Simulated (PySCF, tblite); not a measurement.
# C3H6F2O2Si+ (doublet): geometry, infrared bands and EPR parameters

Aim: predict the infrared bands and EPR parameters of C3H6F2O2Si+ (doublet) (`FC(F)O[CH+][CH]O[SiH3]`).

The runs use tblite 0.8.0 and PySCF 2.14.0, with density-fitted response routines of our own; the level of theory stands in each step. All values are computed, except where a source is named. Atoms count from 0, in the outputs and in this text.

## (1) The molecule as given

14 atoms, charge 1, multiplicity 2; geometry from: force field or distance geometry start.

Bonds of the start (Å): F0–C1 1.40, C1–F2 1.37, C1–O3 1.39, O3–C4 1.39, C4–C5 1.48, C5–O6 1.40, O6–Si7 1.73, C1–H8 1.14, C4–H9 1.10, C5–H10 1.12, Si7–H11 1.45, Si7–H12 1.47, Si7–H13 1.47.

## (2) Relaxing the molecule with GFN2-xTB

Job settings and geometry (Å):

```
{"job": {"kind": "relax", "xc": "GFN2-xTB", "basis": "xTB"}, "charge": 1, "multiplicity": 2}
F     -3.010000    -0.289700     2.141200
C     -2.419900    -0.026300     0.894000
F     -3.370600     0.154400    -0.080100
O     -1.652000     1.127300     0.935500
C     -0.347500     0.749500     0.650400
C     -0.018700    -0.186700    -0.451200
O      0.995800    -1.090700    -0.133500
Si     2.458300    -0.383100    -0.735000
H     -1.769600    -0.925300     0.644600
H      0.489200     1.160000     1.232300
H      0.164500     0.317000    -1.430000
H      3.567900    -0.666300     0.156100
H      2.654400    -1.002600    -2.056400
H      2.257600     1.062100    -0.950100
```

Run with:

```bash
OMP_NUM_THREADS=1 python probes_run.py task.json out
```

One launch serves the whole session: the jobs run in the order shown.

**Question.** This job is followed by: GFN2-xTB harmonic vibrations, gas phase; UKS B3LYP, pcH-1 on C F H O Si, non-relativistic, mean-field spin-orbit, GIAO. Predict these results of the whole session: strongest single infrared mode (GFN2-xTB); zero-point energy (GFN2-xTB); g(iso) (B3LYP); ⟨S²⟩; largest a(iso) (averaged by class).

As calculated:

| quantity | value |
| --- | --- |
| strongest single infrared mode (GFN2-xTB) | 1504 cm⁻¹, 1148 km/mol |
| zero-point energy (GFN2-xTB) | 52.6 kcal/mol |
| g(iso) (B3LYP) | 2.00453 |
| ⟨S²⟩ | 0.753 (exact 0.75) |
| largest a(iso) (averaged by class) | 1H on H11, H12, H13, 30.9 MHz |

**Reading.** Over 197 steps the energy fell by 3.603 eV; of the close pairs, C5–O6 changed most, 1.395 to 1.291 Å. All 36 modes are real, so the xTB geometry is a minimum. The strongest single mode, at 1504 cm⁻¹, moves mainly C4 and C5. Unscaled tight-binding wavenumbers are off by several per cent, some by more. Its intensities can rank the bands wrongly. C4 carries the largest spin population, 0.39 e. The isotropic g lies 2.2 ppt above the free-electron value.
